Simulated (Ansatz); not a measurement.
# FGaH2SSi: one species, many methods

The task here is to estimate one member of a computed series from the others.

Computed with Ansatz 0.2.0, Gaussian basis. Level: functionals in def2-TZVPP, the program's frozen cores in correlated methods.

Plan: LDA (SPW92), PBE-D4, revPBE-D4, BLYP-D4, r2SCAN-D4, B97M-V, PBE0-D4, B3LYP-D4, r2SCANh-D4, r2SCAN0-D4, HSE06-D4, BHLYP-D4, CAM-B3LYP-D4, LC-ωPBE, ωB97X-V, ωB97M-V, B2PLYP, PBE-QIDH; CCSD(T)/def2-SVP; CCSD(T)/def2-TZVPP; MP2/def2-QZVPP; extrapolation to the limit; RPA on PBE.

## Structure used throughout

The geometry comes from an earlier relaxation with PBE0-D4 in a triple-zeta def2 set; it is a stationary point.

6 atoms, charge 0, spin multiplicity 1.

Atoms are counted from 1 here; the program's logs count them from 0.

Bond lengths: F1–Si3 1.623 Å, Ga2–S4 2.350 Å, Si3–S4 2.088 Å, Si3–H5 1.481 Å, Si3–H6 1.481 Å. Angles: F1–Si3–S4 107.6°, F1–Si3–H5 106.2°, F1–Si3–H6 106.2°, S4–Si3–H5 112.9°, S4–Si3–H6 112.9°, H5–Si3–H6 110.6°, Ga2–S4–Si3 93.9°.

Set-up of the first run:

File in.yaml:

```yaml
crystal:
  periodic: [false, false, false]
  atoms:
    - {symbol: F, position_ang: [0.086218, -1.266020, -0.727564]}
    - {symbol: Ga, position_ang: [-1.690152, -1.311035, 1.501460]}
    - {symbol: Si, position_ang: [0.418621, 0.285109, -0.383441]}
    - {symbol: S, position_ang: [-0.701339, 0.811244, 1.298337]}
    - {symbol: H, position_ang: [1.879242, 0.352599, -0.146990]}
    - {symbol: H, position_ang: [0.049412, 1.064103, -1.587901]}
basis:
  gaussian: {orbitals: def2-TZVPP}
hamiltonian: {xc: lda}
output: {orbitals: {seedname: orbitals}}
```

Started as:

```sh
$ ansatz run in.yaml --threads 2 --pin off --events-out ev --progress --plain --max-ram 4352MiB
```

Among the steps run: LDA; PBE-D4 (GGA); revPBE-D4 (GGA); BLYP-D4 (GGA); r2SCAN-D4 (meta-GGA); B97M-V (meta-GGA); B3LYP-D4 (hybrid); r2SCANh-D4 (hybrid); r2SCAN0-D4 (hybrid); HSE06-D4 (hybrid); BHLYP-D4 (hybrid); CAM-B3LYP-D4 (range-separated); LC-ωPBE (range-separated); ωB97X-V (range-separated); ωB97M-V (range-separated); B2PLYP (double hybrid); PBE-QIDH (double hybrid).

One of the session's tables, all rows but one given; the rest of the session is left out.

It belongs to the step «Orbital energies across the functionals». 

```
  functional  HOMO (eV)  LUMO (eV)  gap (eV)
 LDA (SPW92)          ?          ?         ?
      PBE-D4      -6.02      -2.50      3.52
   revPBE-D4      -5.96      -2.39      3.57
     BLYP-D4      -5.88      -2.39      3.48
   r2SCAN-D4      -6.28      -2.32      3.96
      B97M-V      -6.19      -2.39      3.80
     PBE0-D4      -6.95      -1.74      5.22
    B3LYP-D4      -6.79      -1.95      4.84
  r2SCANh-D4      -6.62      -2.05      4.58
  r2SCAN0-D4      -7.13      -1.64      5.49
    HSE06-D4      -6.56      -2.10      4.46
    BHLYP-D4      -7.76      -0.93      6.82
CAM-B3LYP-D4      -8.14      -0.78      7.36
     LC-ωPBE      -9.34       0.30      9.64
     ωB97X-V      -9.04       0.20      9.24
     ωB97M-V      -8.94       0.03      8.97
```

**Question.** Estimate the row for LDA (SPW92).

**Answer.** HOMO (eV): -6.20; LUMO (eV): -2.76; gap (eV): 3.44. In the column «HOMO (eV)» it lies between r2SCAN-D4 (-6.28) and B97M-V (-6.19).
